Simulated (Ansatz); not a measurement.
# CH7AlGe: the cost of one run

Computed with the Python package of Ansatz 0.2.0. Level of theory: CCSD(T)/def2-SVPD.

**1. Starting point**

Bond lengths: Al1–C2 1.938 Å, C2–Ge3 1.925 Å, Al1–H4 1.558 Å, Al1–H5 1.653 Å, C2–H6 1.128 Å, C2–H7 1.116 Å, Ge3–H8 1.512 Å, Ge3–H9 1.583 Å, Ge3–H10 1.589 Å. Angles (14 of 15 angles, heavy atoms first): Al1–C2–Ge3 108.1°, Al1–C2–H6 110.6°, Al1–C2–H7 110.4°, Ge3–C2–H6 109.8°, Ge3–C2–H7 109.2°, C2–Al1–H4 118.0°, C2–Al1–H5 117.1°, C2–Ge3–H8 111.0°, C2–Ge3–H9 111.5°, C2–Ge3–H10 109.7°, H6–C2–H7 108.8°, H4–Al1–H5 112.1°, H8–Ge3–H9 110.9°, H8–Ge3–H10 106.9°.

No structure file is read: the coordinates are typed or built in the script.

**2. The script**

File tae_ch7alge.py:

```python
"""Atomisation energy of CH7AlGe at the given geometry."""

from collections import Counter
from dataclasses import dataclass

import ansatz as az


@dataclass(frozen=True)
class Settings:
    basis_set: str = "def2-SVPD"
    level: str = "ccsd_t"


settings = Settings()


def single_point(molecule, charge=0, unpaired=0):
    calc = (
        molecule.calculation()
        .basis(gaussian=settings.basis_set)
        .correlation(settings.level)
    )
    if charge:
        calc = calc.charge(charge)
    if unpaired:
        calc = calc.spin("collinear", total=unpaired)
    report = calc.run(threads=1).report
    if report["published_state_doubts"]:
        print("  doubts:", report["published_state_doubts"])
    return report["free_energy_ev"]

GEOMETRY = """
Al   -1.49770    0.18980   -0.82950
C     0.42630    0.20850   -0.60130
Ge    0.82250   -0.39040    1.18450
H    -2.10830   -0.86470   -1.79990
H    -2.25640    1.65390   -0.94530
H     0.83320    1.24940   -0.75370
H     0.91140   -0.47780   -1.33530
H     0.33120   -1.80350    1.40380
H     0.22490    0.59160    2.27290
H     2.39610   -0.40790    1.40680
"""

molecule = az.Crystal.molecule()
for line in GEOMETRY.strip().splitlines():
    symbol, *xyz = line.split()
    molecule = molecule.atom(symbol, [float(v) for v in xyz])

# Hund ground states
unpaired = {"Al": 1, "C": 2, "Ge": 2, "H": 1}
counts = Counter(site.symbol for site in molecule.cartesian_sites)
atom_energy = {s: single_point(az.Crystal.molecule().atom(s, (0, 0, 0)), 0, unpaired[s]) for s in counts}
whole = single_point(molecule, 0, 0)
for s, e in atom_energy.items():
    print(f"{s:2s} x{counts[s]}  {e:14.5f} eV")
print(f"CH7AlGe: {whole:.5f} eV")
split = sum(counts[s] * e for s, e in atom_energy.items()) - whole
print(f"atomisation energy (no zero-point term): {96.485332 * split:.1f} kJ/mol, {split / sum(counts.values()):.3f} eV an atom")
```

**3. The calls as engine input**

The engine receives this input (first run):

```yaml
crystal:
  periodic: [false, false, false]
  atoms:
    - { symbol: Al, position_ang: [0.0, 0.0, 0.0] }
basis:
  gaussian:
    orbitals: def2-SVPD
magnetization:
  spin_polarized: true
  initial_magnetization: 1.0
correlation:
  method: ccsd_t
```

**4. Launch**

Run with:

```
> python tae_ch7alge.py
```

Q: Estimate wall time and peak memory on 1 thread of Arm Neoverse V1, shared host.

About 42 s, with a peak of 0.92 GiB.
